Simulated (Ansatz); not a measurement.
# C₂H₃Sn radical: basis-set convergence

The task here is to estimate one member of a computed series from the others.

Program: Ansatz 0.2.0, Gaussian basis. Level of theory: one geometry, several basis sets. These are calculated values, not measurements.

The runs, in order: PBE0-D4/def2-SVP; ωB97M-V/def2-SVP; PBE0-D4/def2-QZVPP; ωB97M-V/def2-QZVPP; the functionals' def2-TZVPP values are taken from earlier runs.

## Structure used throughout

An earlier PBE0-D4 in a triple-zeta def2 set relaxation fixed the geometry. Sn takes the def2 core potential; no spin-orbit term is included.

SMILES `C#[C][SnH2]`, 6 atoms, charge 0, spin multiplicity 2.

Atoms are counted from 1 here; the program's logs count them from 0.

Bond lengths: C1–C2 1.209 Å, C1–H4 1.066 Å, C2–Sn3 2.081 Å, Sn3–H5 1.714 Å, Sn3–H6 1.714 Å. Angles: C2–C1–H4 178.8°, C1–C2–Sn3 174.3°, C2–Sn3–H5 107.8°, C2–Sn3–H6 107.8°, H5–Sn3–H6 111.7°.

Geometry (Å):

```xyz
6

C    -0.3931   -1.8300   -0.1721
C    -0.0484   -0.6801   -0.0276
Sn    0.7211    1.2252    0.3000
H    -0.7160   -2.8371   -0.3079
H     0.8139    2.0198   -1.2161
H    -0.3356    2.0380    1.3777
```

Set-up of the first run:

in.yaml reads:

```yaml
crystal:
  periodic: [false, false, false]
  atoms:
    - {symbol: C, position_ang: [-0.393120, -1.829974, -0.172129]}
    - {symbol: C, position_ang: [-0.048361, -0.680146, -0.027594]}
    - {symbol: Sn, position_ang: [0.721132, 1.225223, 0.299999]}
    - {symbol: H, position_ang: [-0.715960, -2.837071, -0.307946]}
    - {symbol: H, position_ang: [0.813868, 2.019849, -1.216132]}
    - {symbol: H, position_ang: [-0.335559, 2.038019, 1.377702]}
basis:
  gaussian: {orbitals: def2-SVP}
magnetization: {spin_polarized: true, initial_magnetization: 1}
hamiltonian: {xc: pbe0, dispersion: d4}
output: {orbitals: {seedname: orbitals}}
```

Steps of the session up to this table: PBE0-D4 in def2-SVP; ωB97M-V in def2-SVP; PBE0-D4 in def2-QZVPP; ωB97M-V in def2-QZVPP.

One table of the session follows, with a row left open; its other results are not shown here.

It belongs to the step «Density functionals: the series». 

| functional | basis | HOMO (eV) | LUMO (eV) |
| --- | --- | --- | --- |
| PBE0-D4 | def2-SVP | -6.15 | -3.20 |
| PBE0-D4 | def2-TZVPP | -6.22 | -3.26 |
| PBE0-D4 | def2-QZVPP | -6.23 | -3.27 |
| ωB97M-V | def2-SVP | -8.10 | -1.44 |
| ωB97M-V | def2-TZVPP | -8.21 | -1.58 |
| ωB97M-V | def2-QZVPP | ? | ? |

**Question.** Estimate the row for ωB97M-V, def2-QZVPP.

As computed: HOMO (eV): -8.22; LUMO (eV): -1.60. In the column «HOMO (eV)» it is the lowest.
